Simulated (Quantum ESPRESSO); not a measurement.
# Ga2SnP2 (I4/mmm) in Quantum ESPRESSO: reference runs

How does Ga2SnP2 come out in PBE? The cell is run as given.

All numbers are computed with Quantum ESPRESSO 7.5; they aren't measurements. Logs are shortened: lines on timing, memory, paths and dates and some standing lists are left out, and cuts for length are marked.

### Step 1. The structure

The structure is tetragonal, space group I4/mmm (No. 139). The conventional cell has a = 4.404 Å, b = 4.404 Å, c = 10.973 Å, α = 90.00°, β = 90.00°, γ = 90.00°. Ga (site symmetry 4mm) has 4 P at 2.60 Å and 1 Ga at 2.73 Å as nearest neighbours. Sn (site symmetry 4/mmm) is surrounded by 8 Ga at 3.40 Å and 8 P at 3.52 Å. P (site symmetry -4m2) is surrounded by 4 Ga at 2.60 Å.

The cell was built by a generator and needn't be a form met in nature.

### Step 2. Single point, PBE

File pw.in:

```
&CONTROL
  calculation = 'scf'
  prefix = 'pwscf'
  outdir = './tmp'
  pseudo_dir = './pseudo'
  tprnfor = .true.
  tstress = .true.
  disk_io = 'low'
/
&SYSTEM
  ibrav = 0
  nat = 5
  ntyp = 3
  ecutwfc = 70
  ecutrho = 560
  nbnd = 34
  occupations = 'smearing'
  smearing = 'fd'
  degauss = 0.00367493
/
&ELECTRONS
  conv_thr = 1d-09
  electron_maxstep = 120
  mixing_beta = 0.5
/
ATOMIC_SPECIES
Ga    69.7230 Ga.pbe-dn-kjpaw_psl.1.0.0.UPF
Sn   118.7100 Sn_pbe_v1.uspp.F.UPF
P     30.9738 P.pbe-n-rrkjus_psl.1.0.0.UPF
CELL_PARAMETERS angstrom
  -2.2017900600    2.2017900600    5.4865330200
   2.2017900600   -2.2017900600    5.4865330200
   2.2017900600    2.2017900600   -5.4865330200
ATOMIC_POSITIONS crystal
Ga     0.3754900100    0.3754900100    0.0000000000
Ga     0.6245099900    0.6245099900    0.0000000000
Sn     0.0000000000    0.0000000000    0.0000000000
P      0.7500000000    0.2500000000    0.5000000000
P      0.2500000000    0.7500000000    0.5000000000
K_POINTS automatic
9 9 9 0 0 0
```

File pp_density.in:

```
&INPUTPP
  prefix = 'pwscf'
  outdir = './tmp'
  filplot = 'density.dat'
  plot_num = 0
/
&PLOT
  nfile = 1
  filepp(1) = 'density.dat'
  iflag = 3
  output_format = 6
  fileout = 'density.cube'
/
```

File pp_potential.in:

```
&INPUTPP
  prefix = 'pwscf'
  outdir = './tmp'
  filplot = 'potential.dat'
  plot_num = 11
/
&PLOT
  nfile = 1
  filepp(1) = 'potential.dat'
  iflag = 3
  output_format = 6
  fileout = 'potential.cube'
/
```

Potentials or basis: SSSP 1.3 efficiency PBE.

Started as:

```
$ OMP_NUM_THREADS=1 pw.x -in pw.in > pw.out
$ OMP_NUM_THREADS=1 pp.x -in pp_density.in > pp_density.out
$ OMP_NUM_THREADS=1 pp.x -in pp_potential.in > pp_potential.out
```

pw.out:

```text
This program is part of the open-source Quantum ESPRESSO suite
     for quantum simulation of materials; please cite
         "P. Giannozzi et al., J. Phys.:Condens. Matter 21 395502 (2009);
         "P. Giannozzi et al., J. Phys.:Condens. Matter 29 465901 (2017);
         "P. Giannozzi et al., J. Chem. Phys. 152 154105 (2020);
     in publications or presentations arising from this work. More details at

     file Ga.pbe-dn-kjpaw_psl.1.0.0.UPF: wavefunction(s)  4S renormalized
     Message from routine setup:
     using ibrav=0 with symmetry is DISCOURAGED, use correct ibrav instead

     G-vector sticks info
     --------------------
     sticks:   dense  smooth     PW     G-vecs:    dense   smooth      PW
     Sum        5439    2713    803               160563    56783    9063

     Using Slab Decomposition

     bravais-lattice index     =            0
     lattice parameter (alat)  =      11.9214  a.u.
     unit-cell volume          =     717.9702 (a.u.)^3
     number of atoms/cell      =            5
     number of atomic types    =            3
     number of electrons       =        50.00
     number of Kohn-Sham states=           34
     kinetic-energy cutoff     =      70.0000  Ry
     charge density cutoff     =     560.0000  Ry
     scf convergence threshold =      1.0E-09
     mixing beta               =       0.5000
     number of iterations used =            8  plain     mixing
     Exchange-correlation= PBE
                           (   1   4   3   4   0   0   0)

     celldm(1)=  11.921432  celldm(2)=   0.000000  celldm(3)=   0.000000
     celldm(4)=   0.000000  celldm(5)=   0.000000  celldm(6)=   0.000000

     crystal axes: (cart. coord. in units of alat)
               a(1) = (  -0.349017   0.349017   0.869698 )
               a(2) = (   0.349017  -0.349017   0.869698 )
               a(3) = (   0.349017   0.349017  -0.869698 )

     reciprocal axes: (cart. coord. in units 2 pi/alat)
               b(1) = ( -0.000000  1.432596  0.574912 )
               b(2) = (  1.432596 -0.000000  0.574912 )
               b(3) = (  1.432596  1.432596  0.000000 )

     PseudoPot. # 1 for Ga read from file:
     Ga.pbe-dn-kjpaw_psl.1.0.0.UPF
     Pseudo is Projector augmented-wave + core cor, Zval = 13.0
     Generated using "atomic" code by A. Dal Corso  v.5.1
     Shape of augmentation charge: PSQ
     Using radial grid of 1205 points,  6 beta functions with:
                l(1) =   0
                l(2) =   0
                l(3) =   1
                l(4) =   1
                l(5) =   2
                l(6) =   2
     Q(r) pseudized with 0 coefficients

     PseudoPot. # 2 for Sn read from file:
     Sn_pbe_v1.uspp.F.UPF
     Pseudo is Ultrasoft + core correction, Zval = 14.0
     Generated by new atomic code, or converted to UPF format
     Using radial grid of  891 points,  6 beta functions with:
                l(1) =   0
                l(2) =   0
                l(3) =   1
                l(4) =   1
                l(5) =   2
                l(6) =   2
     Q(r) pseudized with  6 coefficients,  rinner =    1.200   1.200   1.200
                                                       1.200   1.200

     PseudoPot. # 3 for P  read from file:
     P.pbe-n-rrkjus_psl.1.0.0.UPF
     Pseudo is Ultrasoft + core correction, Zval =  5.0
     Generated using "atomic" code by A. Dal Corso  v.5.1
     Using radial grid of 1147 points,  6 beta functions with:
                l(1) =   0
                l(2) =   0
                l(3) =   1
                l(4) =   1
                l(5) =   2
                l(6) =   2
     Q(r) pseudized with 0 coefficients

     atomic species   valence    mass     pseudopotential
     Ga               13.00    69.72300     Ga( 1.00)
     Sn               14.00   118.71000     Sn( 1.00)
     P                 5.00    30.97380     P ( 1.00)

     16 Sym. Ops., with inversion, found

   Cartesian axes

     site n.     atom                  positions (alat units)
         1        Ga     tau(   1) = (   0.0000000   0.0000000   0.6531258  )
         2        Ga     tau(   2) = (  -0.0000000  -0.0000000   1.0862701  )
         3        Sn     tau(   3) = (   0.0000000   0.0000000   0.0000000  )
         4        P      tau(   4) = (  -0.0000000   0.3490168   0.4348490  )
         5        P      tau(   5) = (   0.3490168   0.0000000   0.4348490  )

     number of k points=    75  Fermi-Dirac smearing, width (Ry)=  0.0037
                       cart. coord. in units 2pi/alat
        k(    1) = (   0.0000000   0.0000000   0.0000000), wk =   0.0027435
        k(    2) = (   0.1591773   0.1591773   0.0000000), wk =   0.0109739
        k(    3) = (   0.3183546   0.3183546   0.0000000), wk =   0.0109739
        k(    4) = (   0.4775319   0.4775319   0.0000000), wk =   0.0109739
        k(    5) = (   0.6367092   0.6367092   0.0000000), wk =   0.0109739
        k(    6) = (   0.1591773  -0.0000000   0.0638791), wk =   0.0219479
[... 67 lines left out ...]
        k(   74) = (  -0.0000000  -0.0000000   0.5110331), wk =   0.0054870
        k(   75) = (   0.0000000   1.2734184   0.0000000), wk =   0.0109739

     Dense  grid:   160563 G-vectors     FFT dimensions: (  90,  90,  90)

     Smooth grid:    56783 G-vectors     FFT dimensions: (  64,  64,  64)

     Initial potential from superposition of free atoms

     starting charge      48.9937, renormalised to      50.0000
     Starting wfcs are   35 randomized atomic wfcs

     Self-consistent Calculation

     iteration #  1     ecut=    70.00 Ry     beta= 0.50
     Davidson diagonalization with overlap
     ethr =  1.00E-02,  avg # of iterations =  4.1

     Threshold (ethr) on eigenvalues was too large:
     Diagonalizing with lowered threshold

     Davidson diagonalization with overlap
     ethr =  9.26E-04,  avg # of iterations =  4.0

     total energy              =    -746.92377786 Ry
     estimated scf accuracy    <       0.53127861 Ry

     iteration #  2     ecut=    70.00 Ry     beta= 0.50
     Davidson diagonalization with overlap
     ethr =  1.06E-03,  avg # of iterations =  2.2
[... 140 lines left out ...]
     total energy              =    -747.08401868 Ry
     estimated scf accuracy    <          2.3E-09 Ry

     iteration # 22     ecut=    70.00 Ry     beta= 0.50
     Davidson diagonalization with overlap
     ethr =  4.58E-12,  avg # of iterations =  1.0

     End of self-consistent calculation

          k = 0.0000 0.0000 0.0000 (  7107 PWs)   bands (ev):

   -13.1361 -13.1331 -13.1199 -13.1199 -13.1189  -6.1505  -6.1254  -6.1019
    -6.1019  -6.0940  -6.0570  -6.0393  -6.0393  -6.0366  -5.9645  -4.0972
     0.5711   1.3717   2.2574   4.6029   4.6029   5.7014   7.4483   7.6617
     7.6617   7.8059   9.5071   9.5071  12.3365  12.8945  14.3783  15.1417
    15.1417  15.6178

          k = 0.1592 0.1592 0.0000 (  7079 PWs)   bands (ev):
[... 329 lines left out ...]
   -13.1355 -13.1305 -13.1213 -13.1209 -13.1166  -6.1546  -6.1472  -6.1213
    -6.1010  -6.0749  -6.0606  -6.0450  -6.0416  -6.0204  -5.9504  -3.2087
    -0.5522   0.4181   2.0633   4.8126   5.4174   6.0303   6.7834   6.7919
     9.0737   9.1961   9.4844   9.9716  10.3032  11.9353  13.0154  13.6885
    14.1401  15.0960

          k =-0.0000 0.6367-0.1278 (  7096 PWs)   bands (ev):

   -13.1357 -13.1305 -13.1232 -13.1197 -13.1153  -6.1521  -6.1431  -6.1118
    -6.1046  -6.0840  -6.0605  -6.0459  -6.0435  -6.0232  -5.9511  -2.6944
    -1.8012   1.6309   2.3750   3.8269   5.6665   5.8451   6.3522   6.4859
     7.5211   9.5595  10.3704  10.7535  11.5485  12.1501  12.7638  13.7560
    13.9818  14.4217

          k = 0.1592 0.7959-0.1278 (  7098 PWs)   bands (ev):

   -13.1361 -13.1295 -13.1231 -13.1200 -13.1151  -6.1532  -6.1500  -6.1158
    -6.0965  -6.0816  -6.0610  -6.0474  -6.0456  -6.0201  -5.9490  -2.4303
    -1.9079   1.0654   2.5373   3.9475   4.9871   5.9002   6.9585   7.2285
     7.7453   9.3072   9.5054  10.5274  10.9046  12.3608  13.1565  13.5791
    14.1912  14.8333
[... 35 lines left out ...]
   -13.1377 -13.1259 -13.1223 -13.1218 -13.1148  -6.1616  -6.1522  -6.1114
    -6.0858  -6.0708  -6.0667  -6.0624  -6.0491  -6.0137  -5.9465  -2.3616
    -1.1587   0.9389   1.3750   3.1840   5.2731   6.0114   6.5748   7.3608
     8.0031   9.1699   9.3139  10.5182  10.5291  12.6720  14.2422  14.9289
    15.4463  15.4478

          k =-0.0000 0.3184-0.0000 (  7067 PWs)   bands (ev):

   -13.1342 -13.1335 -13.1213 -13.1198 -13.1176  -6.1502  -6.1185  -6.1183
    -6.1048  -6.0900  -6.0579  -6.0450  -6.0403  -6.0300  -5.9597  -3.7435
    -0.2330   1.6435   2.5038   4.0050   4.7646   4.9294   7.2156   7.6767
     7.9412   8.7317   9.0776  10.4443  12.2955  13.6724  13.6831  14.1585
    14.2721  15.1937

          k = 0.1592 0.4775-0.0000 (  7093 PWs)   bands (ev):

   -13.1355 -13.1306 -13.1224 -13.1201 -13.1162  -6.1503  -6.1362  -6.1093
    -6.1060  -6.0862  -6.0598  -6.0481  -6.0435  -6.0245  -5.9545  -3.2280
    -0.9722   1.9240   2.7415   3.0027   4.3933   5.8702   6.4227   6.5925
     8.4597   9.5753  10.5628  11.1646  11.2360  12.3401  12.9453  13.9285
    14.6664  14.7282
[... 67 lines left out ...]
   -13.1346 -13.1327 -13.1212 -13.1201 -13.1172  -6.1571  -6.1471  -6.1198
    -6.1085  -6.0773  -6.0555  -6.0452  -6.0360  -6.0169  -5.9508  -3.4212
    -0.3698   0.0088   2.6274   5.1933   5.7466   6.0489   6.9669   7.2815
     8.8793   9.1909   9.2755   9.8296  10.1895  11.8210  12.3798  13.1311
    13.9099  14.5554

          k =-0.0000 0.7959-0.0639 (  7099 PWs)   bands (ev):

   -13.1357 -13.1305 -13.1232 -13.1197 -13.1152  -6.1538  -6.1490  -6.1152
    -6.0958  -6.0869  -6.0579  -6.0481  -6.0437  -6.0201  -5.9493  -2.4781
    -1.9878   0.8961   2.8442   4.3157   5.6220   6.1004   6.3588   6.5556
     7.5743  10.0987  10.2141  10.3475  10.7764  11.8462  12.5577  13.0525
    13.7189  14.6897

          k = 0.1592 0.9551-0.0639 (  7106 PWs)   bands (ev):

   -13.1355 -13.1307 -13.1224 -13.1200 -13.1160  -6.1555  -6.1521  -6.1170
    -6.0994  -6.0787  -6.0570  -6.0494  -6.0436  -6.0165  -5.9488  -2.9724
    -1.1328   0.3582   2.5681   4.8693   5.2816   6.3331   6.7118   7.2492
     8.3884   9.1435   9.6123   9.8242  10.1941  11.7810  12.9230  13.4688
    13.7216  15.4018
[... 59 lines left out ...]
   -13.1346 -13.1337 -13.1202 -13.1201 -13.1180  -6.1596  -6.1446  -6.1224
    -6.1170  -6.0785  -6.0509  -6.0457  -6.0253  -6.0145  -5.9518  -3.6534
    -0.3764   0.1484   2.9809   4.9442   5.4377   6.8524   7.5320   7.7870
     8.8269   9.3226   9.4037   9.5008  10.0513  11.4216  12.4374  12.7479
    13.0772  14.2500

          k =-0.0000 0.9551-0.0000 (  7099 PWs)   bands (ev):

   -13.1351 -13.1316 -13.1224 -13.1197 -13.1162  -6.1563  -6.1504  -6.1190
    -6.1008  -6.0809  -6.0545  -6.0483  -6.0408  -6.0174  -5.9490  -3.0432
    -1.1725   0.2402   3.0339   5.0339   5.2654   6.3098   7.0052   7.3408
     7.4097   9.5982   9.8204  10.2207  10.3663  12.0959  12.3350  12.5450
    12.7119  15.5058

          k = 0.1592 1.1142-0.0000 (  7110 PWs)   bands (ev):

   -13.1346 -13.1327 -13.1212 -13.1201 -13.1172  -6.1580  -6.1497  -6.1200
    -6.1088  -6.0764  -6.0526  -6.0484  -6.0359  -6.0143  -5.9498  -3.3840
    -0.3849  -0.1260   2.5971   5.2450   6.0214   6.1996   7.0784   7.4289
     8.8233   9.0151   9.4426   9.6428   9.7047  11.8021  12.6816  12.7468
    13.8573  14.3990
[... 11 lines left out ...]
   -13.1354 -13.1334 -13.1201 -13.1197 -13.1183  -6.1606  -6.1426  -6.1244
    -6.1204  -6.0794  -6.0489  -6.0461  -6.0193  -6.0145  -5.9523  -3.7313
    -0.5036   0.3125   3.4832   4.3451   5.2759   7.4384   7.8025   7.9903
     8.8017   9.1785   9.1936   9.9753  10.3343  10.9141  11.8118  12.3717
    13.7878  14.0705

     the Fermi energy is     8.9421 ev

!    total energy              =    -747.08401868 Ry
     estimated scf accuracy    <          9.8E-10 Ry
     smearing contrib. (-TS)   =      -0.00181094 Ry
     internal energy E=F+TS    =    -747.08220774 Ry

     The total energy is F=E-TS. E is the sum of the following terms:
     one-electron contribution =    -272.44856644 Ry
     hartree contribution      =     178.36766871 Ry
     xc contribution           =    -132.36479171 Ry
     ewald contribution        =    -298.19360466 Ry
     one-center paw contrib.   =    -222.44291364 Ry

     convergence has been achieved in  22 iterations

     Forces acting on atoms (cartesian axes, Ry/au):

     atom    1 type  1   force =    -0.00000000   -0.00000000   -0.00584912
     atom    2 type  1   force =     0.00000000    0.00000000    0.00584912
     atom    3 type  2   force =    -0.00000000   -0.00000000   -0.00000000
     atom    4 type  3   force =     0.00000000    0.00000000    0.00000000
     atom    5 type  3   force =    -0.00000000   -0.00000000   -0.00000000

     Total force =     0.008272     Total SCF correction =     0.000003

     Computing stress (Cartesian axis) and pressure

          total   stress  (Ry/bohr**3)                   (kbar)     P=      -32.16
  -0.00008509  -0.00000000  -0.00000000          -12.52       -0.00       -0.00
   0.00000000  -0.00008509   0.00000000            0.00      -12.52        0.00
   0.00000000   0.00000000  -0.00048569            0.00        0.00      -71.45

=------------------------------------------------------------------------------=
   JOB DONE.
=------------------------------------------------------------------------------=
```

Run time: 11 min. Hardware: 1 thread of AMD EPYC 9R45 (Zen 5), shared host; peak memory 0.91 GiB.

What came out:

| Item | Value |
| --- | --- |
| Free energy | -10164.5959 eV |
| Pressure | -3.2 GPa |
| Largest force | 0.150 eV/Å |
| Band gap on the k mesh | none (metal or under the smearing width) |

Forces in eV/Å, atoms in the order of the input:
```
Ga   0.000  0.000 -0.150
Ga   0.000  0.000  0.150
Sn   0.000  0.000  0.000
P    0.000  0.000  0.000
P    0.000  0.000  0.000
```
